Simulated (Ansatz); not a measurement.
Runs of Ansatz 0.2.0 on Sr2SO. The structure is tetragonal, space group P4/mmm (No. 123). The conventional cell has a = 4.043 Å, b = 4.043 Å, c = 5.718 Å, α = 90.00°, β = 90.00°, γ = 90.00°. Sr (site symmetry 4/mmm) has 2 O at 2.86 Å and 4 S at 2.86 Å as nearest neighbours. Around Sr (site symmetry 4/mmm) lie 2 S at 2.86 Å and 4 O at 2.86 Å. S (site symmetry 4/mmm) has 6 Sr at 2.86 Å as nearest neighbours. Around O (site symmetry 4/mmm) lie 6 Sr at 2.86 Å. The cell comes from a database or a generator and needn't be the stable form of this composition.

```tsv
level	spin	gap on the mesh (eV)	pressure (GPa)
LDA	off	2.14	-4.8
PBEsol	off	2.14	-2.7
RPBE	off	(b)	1.9
PBE	off	2.21	(a)
PBEsol	SOC, no magnetisation	2.12	-2.7
```

Alike in all rows: task band structure; potentials or basis Ansatz PAW; cell as given; k mesh 5 × 5 × 4; cutoff (eV) 420; smearing fermi-dirac 0.05 eV.

**Question.** Fill in the values left out.

**Answer.** (a) -0.2; (b) 2.27.

Caveats: the PAW data sets come from PBE, with cores solved anew for the run's functional, which leaves a small shift of forces and pressure (some runs).

A k mesh can miss the band edges, and rows without SOC leave out spin-orbit coupling on Sr.
